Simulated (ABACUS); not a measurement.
InAs in ABACUS: the effect of exact exchange share

InAs:

```
CELL_PARAMETERS angstrom
0.00000 3.01800 3.01800
3.01800 0.00000 3.01800
3.01800 3.01800 0.00000
ATOMIC_POSITIONS crystal
In 0.00000 0.00000 0.00000
As 0.75000 0.75000 0.75000
```

Alike in all runs:

* Program: ABACUS 3.10.1
* Task: single point
* Potentials or basis: PseudoDojo NC SR 0.4.1 PBE standard
* Cutoff: 1361 eV
* Density cutoff: 5442 eV
* Basis: DZP LCAO (the cutoffs set its grid)
* k mesh: 4 × 4 × 4
* Occupations: fermi-dirac, width 0.05 eV
* Spin: no spin polarisation

```csv
exact exchange share,functional,gap on the mesh (eV)
0,PBE,none
0.1,"HSE-type (share 0.1, screening 0.11/bohr)",0.19
0.25,"HSE-type (share 0.25, screening 0.11/bohr)",?
0.4,"HSE-type (share 0.4, screening 0.11/bohr)",1.05
```

Problem. What does the run with exact exchange share 0.25 give?

Solution. gap on the mesh 0.60 eV.

Caveats: all runs use coarse meshes; the atomic orbitals were generated for these runs and aren't a published set; the basis of atomic orbitals isn't converged, which shifts pressures, moduli and gaps; the hybrid runs on potentials with a model core (some runs); gaps of hybrids in this basis differ from plane-wave ones by up to 0.1 eV (some runs); spin-orbit coupling is left out, which moves the levels of the heavy elements (some runs).

A gap of «none» marks a metal or a gap under the smearing width.
